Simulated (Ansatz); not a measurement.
**C2H7FSi: how energies converge with the basis set**

How large a basis does C2H7FSi need? Two functionals are run in growing sets.

The runs use Ansatz 0.2.0, Gaussian basis; one geometry, several basis sets.

Levels to be run: PBE0-D4/def2-SVP; ωB97M-V/def2-SVP; PBE0-D4/def2-QZVPP; ωB97M-V/def2-QZVPP; the functionals' def2-TZVPP values are taken from earlier runs.

## (1) The geometry

All runs share one geometry, relaxed beforehand with PBE0-D4 in a triple-zeta def2 set.

SMILES `FCC[SiH3]`, 11 atoms, charge 0, spin multiplicity 1.

Atoms are counted from 1 here; the program's logs count them from 0.

Bond lengths: F1–C2 1.388 Å, C2–C3 1.510 Å, C2–H5 1.095 Å, C2–H6 1.094 Å, C3–Si4 1.886 Å, C3–H7 1.096 Å, C3–H8 1.095 Å, Si4–H9 1.484 Å, Si4–H10 1.488 Å, Si4–H11 1.488 Å. Angles: F1–C2–C3 110.2°, F1–C2–H5 107.3°, F1–C2–H6 107.1°, C3–C2–H5 111.3°, C3–C2–H6 112.0°, H5–C2–H6 108.7°, C2–C3–Si4 114.0°, C2–C3–H7 108.5°, C2–C3–H8 110.2°, Si4–C3–H7 108.0°, Si4–C3–H8 109.1°, H7–C3–H8 106.7°, C3–Si4–H9 111.9°, C3–Si4–H10 109.5°, C3–Si4–H11 108.9°, H9–Si4–H10 109.2°, H9–Si4–H11 108.6°, H10–Si4–H11 108.6°.

## (2) PBE0-D4 in def2-SVP

in.yaml

```yaml
crystal:
  periodic: [false, false, false]
  atoms:
    - {symbol: F, position_ang: [-1.194546, 1.426130, 0.765727]}
    - {symbol: C, position_ang: [0.174689, 1.206440, 0.718166]}
    - {symbol: C, position_ang: [0.460911, -0.259512, 0.498518]}
    - {symbol: Si, position_ang: [-0.403760, -0.993293, -1.008079]}
    - {symbol: H, position_ang: [0.574209, 1.815696, -0.098923]}
    - {symbol: H, position_ang: [0.591128, 1.568640, 1.663075]}
    - {symbol: H, position_ang: [1.540979, -0.386839, 0.365180]}
    - {symbol: H, position_ang: [0.184185, -0.836193, 1.386827]}
    - {symbol: H, position_ang: [-1.867216, -1.120125, -0.800480]}
    - {symbol: H, position_ang: [-0.151610, -0.132027, -2.195589]}
    - {symbol: H, position_ang: [0.156430, -2.345816, -1.273724]}
basis:
  gaussian: {orbitals: def2-SVP}
hamiltonian: {xc: pbe0, dispersion: d4}
output: {orbitals: {seedname: orbitals}}
```

Started as:

```
> ansatz run in.yaml --threads 2 --pin off --events-out ev --progress --plain --max-ram 4352MiB
```

Standard output:

```text
Functional definition: PBE0
  name "PBE0"
  cite "Adamo & Barone, J. Chem. Phys. 110, 6158 (1999) doi:10.1063/1.478522"
  cite "Perdew, Burke & Ernzerhof, Phys. Rev. Lett. 77, 3865 (1996) doi:10.1103/PhysRevLett.77.3865"
  parent pbe
  parameter a = 0.25
  parameter kappa = 0.804
  parameter beta = 0.06672455060314922
  exchange = (1 - a)*pbe_x(kappa = kappa, mu = beta*pi^2/3) + a*exact_x
  correlation = pbe_c(beta = beta)
1066 factors; their error is unknown
mean field evaluation 1: about -12764.1204 eV, gradient 3.8e1 eV
mean field evaluation 2: about -12763.3601 eV, gradient 4.1e1 eV
mean field evaluation 4: about -12767.5903 eV, gradient 1.3e0 eV
mean field evaluation 8: about -12767.6329 eV, gradient 3.1e-2 eV
mean field -12767.63291456 eV, -469.2018553978 hartree, gradient 6.7e-5 eV, S^2 0.000000; 0 other end points of the search recorded, 0 dependent functions left out
reference -12767.63293991 eV, -469.2018563291 hartree; 21, 21 occupied and 74, 74 virtual orbitals, 1066 factors
Total energy: -12767.78882874 eV, -469.2075851381 hartree
```

It took 1.4 s on 2 threads of Arm Neoverse V1, shared host.

## (3) ωB97M-V in def2-SVP

in.yaml, as its differences from that of step 2:

```diff
@@ -16,3 +16,3 @@
   gaussian: {orbitals: def2-SVP}
-hamiltonian: {xc: pbe0, dispersion: d4}
+hamiltonian: {xc: {name: wB97M-V}}
 output: {orbitals: {seedname: orbitals}}
```

The command is unchanged.

Standard output (excerpt; [...] marks lines left out):

```text
Functional definition: wB97M-V
  name "wB97M-V"
  cite "Mardirossian & Head-Gordon, J. Chem. Phys. 144, 214110 (2016) doi:10.1063/1.4952647"
  cite "Becke, J. Chem. Phys. 107, 8554 (1997) doi:10.1063/1.475007"
  cite "Vydrov & Van Voorhis, J. Chem. Phys. 133, 244103 (2010) doi:10.1063/1.3521275"
  # Of w^i u^j: cxij and so on, Table III.
[...]
  gx(w, u) = 1 - cx + cx01*u + cx10*w
  gss(w, u) = css00 + css04*u^4 + css10*w + css20*w^2 + css43*w^4*u^3
  gos(w, u) = cos00 + cos10*w + (cos20 + cos21*u)*w^2 + (cos60 + cos61*u)*w^6
[...]
      + integral(e_c_pw_mod_opposite_spin*gos(b97_w_opposite, b97_u_opposite)) + vv10(b, c)
1066 factors; their error is unknown
294 factors; integrals over basis functions are off by at most 6.4e-6 eV
[...]
mean field -12773.29902409 eV, -469.4100810822 hartree, gradient 6.9e-5 eV, S^2 0.000000; 0 other end points of the search recorded, 0 dependent functions left out
reference -12773.29906428 eV, -469.4100825592 hartree; 21, 21 occupied and 74, 74 virtual orbitals, 1066 factors
Total energy: -12773.29906428 eV, -469.4100825592 hartree
```

It took 6.5 s on 2 threads of Arm Neoverse V1, shared host.

## (4) PBE0-D4 in def2-QZVPP

in.yaml, as its differences from that of step 3:

```diff
@@ -15,4 +15,4 @@
 basis:
-  gaussian: {orbitals: def2-SVP}
-hamiltonian: {xc: {name: wB97M-V}}
+  gaussian: {orbitals: "def2-QZVPP.json"}
+hamiltonian: {xc: pbe0, dispersion: d4}
 output: {orbitals: {seedname: orbitals}}
```

Launched as before.

Standard output:

```text
Functional definition: PBE0
  name "PBE0"
  cite "Adamo & Barone, J. Chem. Phys. 110, 6158 (1999) doi:10.1063/1.478522"
  cite "Perdew, Burke & Ernzerhof, Phys. Rev. Lett. 77, 3865 (1996) doi:10.1103/PhysRevLett.77.3865"
  parent pbe
  parameter a = 0.25
  parameter kappa = 0.804
  parameter beta = 0.06672455060314922
  exchange = (1 - a)*pbe_x(kappa = kappa, mu = beta*pi^2/3) + a*exact_x
  correlation = pbe_c(beta = beta)
1356 factors; their error is unknown
mean field evaluation 1: about -12770.9402 eV, gradient 5.1e1 eV
mean field evaluation 2: about -12768.5519 eV, gradient 5.7e1 eV
mean field evaluation 4: about -12776.6729 eV, gradient 1.8e0 eV
mean field evaluation 8: about -12776.6780 eV, gradient 3.7e-2 eV
mean field -12776.67802429 eV, -469.5342570491 hartree, gradient 3.6e-5 eV, S^2 0.000000; 0 other end points of the search recorded, 0 dependent functions left out
reference -12776.67806582 eV, -469.5342585753 hartree; 21, 21 occupied and 430, 430 virtual orbitals, 1356 factors
Total energy: -12776.83395465 eV, -469.5399873843 hartree
```

It took 13 s on 2 threads of Arm Neoverse V1, shared host; peak memory 1.3 GiB.

## (5) ωB97M-V in def2-QZVPP

in.yaml, as its differences from that of step 4:

```diff
@@ -16,3 +16,3 @@
   gaussian: {orbitals: "def2-QZVPP.json"}
-hamiltonian: {xc: pbe0, dispersion: d4}
+hamiltonian: {xc: {name: wB97M-V}}
 output: {orbitals: {seedname: orbitals}}
```

Launched as before.

Standard output (excerpt; [...] marks lines left out):

```text
Functional definition: wB97M-V
  name "wB97M-V"
  cite "Mardirossian & Head-Gordon, J. Chem. Phys. 144, 214110 (2016) doi:10.1063/1.4952647"
  cite "Becke, J. Chem. Phys. 107, 8554 (1997) doi:10.1063/1.475007"
  cite "Vydrov & Van Voorhis, J. Chem. Phys. 133, 244103 (2010) doi:10.1063/1.3521275"
  # Of w^i u^j: cxij and so on, Table III.
[...]
  gx(w, u) = 1 - cx + cx01*u + cx10*w
  gss(w, u) = css00 + css04*u^4 + css10*w + css20*w^2 + css43*w^4*u^3
  gos(w, u) = cos00 + cos10*w + (cos20 + cos21*u)*w^2 + (cos60 + cos61*u)*w^6
[...]
      + integral(e_c_pw_mod_opposite_spin*gos(b97_w_opposite, b97_u_opposite)) + vv10(b, c)
1336 factors; their error is unknown
353 factors; integrals over basis functions are off by at most 9.8e-6 eV
[...]
mean field -12782.57836751 eV, -469.7510906632 hartree, gradient 2.7e-5 eV, S^2 0.000000; 0 other end points of the search recorded, 0 dependent functions left out
reference -12782.57843290 eV, -469.7510930661 hartree; 21, 21 occupied and 430, 430 virtual orbitals, 1336 factors
Total energy: -12782.57843290 eV, -469.7510930661 hartree
```

Run time: 29 s. Hardware: 2 threads of Arm Neoverse V1, shared host; peak memory 1.6 GiB.

## (6) Functionals by basis

The def2-TZVPP values come from earlier runs at the same geometry.

```
functional       basis  functions  energy (eV)  from the largest (eV)  HOMO (eV)  LUMO (eV)
   PBE0-D4    def2-SVP         95  -12767.7888                  9.045      -8.80       1.23
   PBE0-D4  def2-TZVPP        233  -12776.2966                  0.537      -8.83       0.69
   PBE0-D4  def2-QZVPP        451  -12776.8340                  0.000      -8.85       0.41
   ωB97M-V    def2-SVP         95  -12773.2991                  9.279     -11.05       3.00
   ωB97M-V  def2-TZVPP        233  -12782.0692                  0.509     -11.10       2.18
   ωB97M-V  def2-QZVPP        451  -12782.5784                  0.000     -11.11       1.63
```

## (7) What came out

```
                                       quantity          value
PBE0-D4: double and triple zeta above quadruple  9.05, 0.54 eV
ωB97M-V: double and triple zeta above quadruple  9.28, 0.51 eV
```

What this shows: PBE0-D4 gains 8.51 eV from double to triple zeta, then 0.54 eV more. These are total energies; as a rule much of such shifts cancels in differences, which this series doesn't test. The LUMO of ωB97M-V is positive and keeps falling with the basis (3.00 to 1.63 eV): an unbound level that the basis holds in place.

For PBE0-D4 the largest set took about 9 times as long as the smallest (13 s against 1.4 s).
